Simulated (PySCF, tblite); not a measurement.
# C4H8BF3O2: geometry, infrared bands and NMR shifts

Aim: predict the infrared bands and NMR shifts of C4H8BF3O2 (`BOC[C@](C)(F)OC(F)F`).

The runs use tblite 0.8.0 and PySCF 2.14.0, with density-fitted response routines of our own; the level of theory stands in each step. All values are computed, except where a source is named. Atoms count from 0, in the outputs and in this text.

### Step 1. The starting structure

18 atoms, charge 0, multiplicity 1; geometry from: force field or distance geometry start.

Bonds of the start (Å): B0–O1 1.48, O1–C2 1.40, C2–C3 1.51, C3–C4 1.52, C3–F5 1.39, C3–O6 1.39, O6–C7 1.38, C7–F8 1.40, C7–F9 1.40, B0–H10 1.17, B0–H11 1.18, C2–H12 1.10, C2–H13 1.13, C4–H14 1.11, C4–H15 1.11, C4–H16 1.13, C7–H17 1.10.

### Step 2. Relaxing the molecule with GFN2-xTB

Job settings and geometry (Å):

```
{"job": {"kind": "relax", "xc": "GFN2-xTB", "basis": "xTB"}, "charge": 0, "multiplicity": 1}
B      3.087200    -0.123500    -0.737600
O      1.656000     0.270600    -0.702200
C      1.082800    -0.586600     0.247900
C     -0.392600    -0.285800     0.381700
C     -0.650300     1.148900     0.823500
F     -0.885500    -1.118500     1.378000
O     -1.008400    -0.478400    -0.849400
C     -2.363900    -0.218500    -0.751600
F     -2.752100     0.840400    -1.577600
F     -3.029700    -1.382500    -1.147700
H      3.872700     0.640900    -1.137000
H      3.440600    -1.078900    -0.132900
H      1.540300    -0.550000     1.243800
H      1.208400    -1.624500    -0.168900
H     -1.028700     1.746600    -0.038000
H     -1.377300     1.140100     1.665600
H      0.298100     1.594400     1.234600
H     -2.706300     0.071700     0.256100
```

The run is started by

```console
$ OMP_NUM_THREADS=1 python probes_run.py task.json out
```

This one command runs all jobs of the session in turn.

**Question.** This job is followed by: GFN2-xTB harmonic vibrations, gas phase; GIAO PBE0/pcSseg-1 NMR shielding, non-relativistic, gas phase. Predict these results of the whole session: strongest single infrared mode (GFN2-xTB); zero-point energy (GFN2-xTB); 13C shifts against TMS (PBE0/pcSseg-1); 1H shifts against TMS (PBE0/pcSseg-1, means over atoms taken as alike); 11B shifts against BF3·OEt2 (PBE0/pcSseg-1); 17O shifts against H2O (PBE0/pcSseg-1); 19F shifts against CFCl3 (PBE0/pcSseg-1); surface potential, 1st and 99th percentile.

**Answer**, as computed:

| quantity | value |
| --- | --- |
| strongest single infrared mode (GFN2-xTB) | 1091 cm⁻¹, 282 km/mol |
| zero-point energy (GFN2-xTB) | 78.5 kcal/mol |
| 13C shifts against TMS (PBE0/pcSseg-1) | 121.5, 118.8, 83.0, 24.1 ppm |
| 1H shifts against TMS (PBE0/pcSseg-1, means over atoms taken as alike) | 6.85, 5.08, 4.52, 4.44, 1.93 ppm |
| 11B shifts against BF3·OEt2 (PBE0/pcSseg-1) | 46.9 ppm |
| 17O shifts against H2O (PBE0/pcSseg-1) | 210.3, 168.5 ppm |
| 19F shifts against CFCl3 (PBE0/pcSseg-1) | -92.8, -108.2, -145.7 ppm |
| surface potential, 1st and 99th percentile | -0.78 V and 1.36 V |

Over 160 steps the energy fell by 1.272 eV; of the close pairs, B0–O1 changed most, 1.485 to 1.328 Å. All 48 modes are real, so the xTB geometry is a minimum. The strongest single mode, at 1091 cm⁻¹, has its largest shares on C7, C3 and F9 (the list is cut at 3 atoms). Unscaled tight-binding wavenumbers are off by several per cent, some by more. Its intensities can rank the bands wrongly. H17 (hydrogen on an sp3 CH bonded to 2 F and O) lies farthest downfield among hydrogen, at 6.85 ppm; its carbon carries F and O, which withdraws density. At PBE0/pcSseg-1: The largest span, 435 ppm, is at O1, where the paramagnetic term is -270 ppm. At PBE0/pcSseg-1, counted by nearest atom on the grid, the HOMO lies on H10, H11 about 27 % each; O1 27 %, the LUMO on B0 47 %; H10, H11 about 16 % each.
